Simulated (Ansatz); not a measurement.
# GaN₂H (quintet): the correlation ladder, cc-pVTZ

An exercise on one series of results from a longer session: the logs are not shown, and one member is left open.

Computed with Ansatz 0.2.0, Gaussian basis. Level: cc-pVTZ, core rule «outside noble gas», up to 16 orbitals frozen.

To be run: UHF; CCSD(T) on ROHF; CCSD(T) on UHF; BCCD(T) on ROHF; CCSDT(Q) on ROHF; CCSDT(Q) on UHF.

6 further runs of the same task are left out: 6 set aside as unsound or not needed. Runs told in other sessions of the task aren't counted.

## The system

The geometry is a PBE0/def2-TZVP stationary point (not a proven minimum) of the parent state, kept for this charge and spin. No spin-orbit coupling is included. The filled d shell of Ga may be among the frozen orbitals whatever the setting's name suggests.

4 atoms, charge 0, spin multiplicity 5.

Atoms are counted from 1 here; the program's logs count them from 0.

Bond lengths: Ga1–N2 1.969 Å, Ga1–H4 1.576 Å, N2–N3 1.119 Å. Angles: N2–Ga1–H4 107.9°, Ga1–N2–N3 172.2°.

Geometry (Å):

```xyz
4
charge 0, multiplicity 5
Ga    0.00000   -0.04088    0.70971
N     0.00000    0.08939   -1.25487
N     0.00000    0.01168   -2.37093
H     0.00000    1.42316    1.29233
```

The first run:

The input, in.yaml:

```yaml
crystal:
  periodic: [false, false, false]
  atoms:
    - {symbol: Ga, position_ang: [0.000000, -0.040877, 0.709707]}
    - {symbol: N, position_ang: [0.000000, 0.089387, -1.254874]}
    - {symbol: N, position_ang: [0.000000, 0.011680, -2.370926]}
    - {symbol: H, position_ang: [0.000000, 1.423157, 1.292326]}
basis:
  gaussian: {orbitals: cc-pVTZ}
magnetization: {spin_polarized: true, initial_magnetization: 4}
hamiltonian: {xc: hf}
output: {orbitals: {seedname: orbitals}}
```

The run is started by

```sh
$ ansatz run in.yaml --threads 1 --pin off --events-out ev --progress --plain --max-ram 4096MiB --backend cpu
```

Among the steps run: UHF; CCSD(T) on ROHF; CCSD(T) on UHF; BCCD(T) on ROHF; CCSDT(Q) on ROHF; CCSDT(Q) on UHF.

One of the session's tables, all rows but one given; the rest of the session is left out.

```
   method  from RCCSDT(Q) (meV)
     ROHF              +11967.8
     RMP2                +979.4
     UMP2               +1091.1
    RCCSD                +743.1
    UCCSD                +699.9
 RCCSD(T)                +133.5
 UCCSD(T)                     ?
  BCCD(T)                +126.4
   RCCSDT                 +75.0
   UCCSDT                 +44.6
RCCSDT(Q)                     0
UCCSDT(Q)                 -39.2
```

**Question.** Estimate the row for UCCSD(T).

As computed: from RCCSDT(Q) (meV): +104.9. In the column «from RCCSDT(Q) (meV)» it lies between RCCSDT (+75.0) and BCCD(T) (+126.4).

Left out of the table: UHF (another determinant or state than the rows shown).

Caveats from the session: Warnings: coupled cluster took another determinant than the lowest. Restricted and unrestricted rows rest on different reference determinants; a gap between their highest levels can come from leftover correlation error, from unlike frozen cores or from another state.
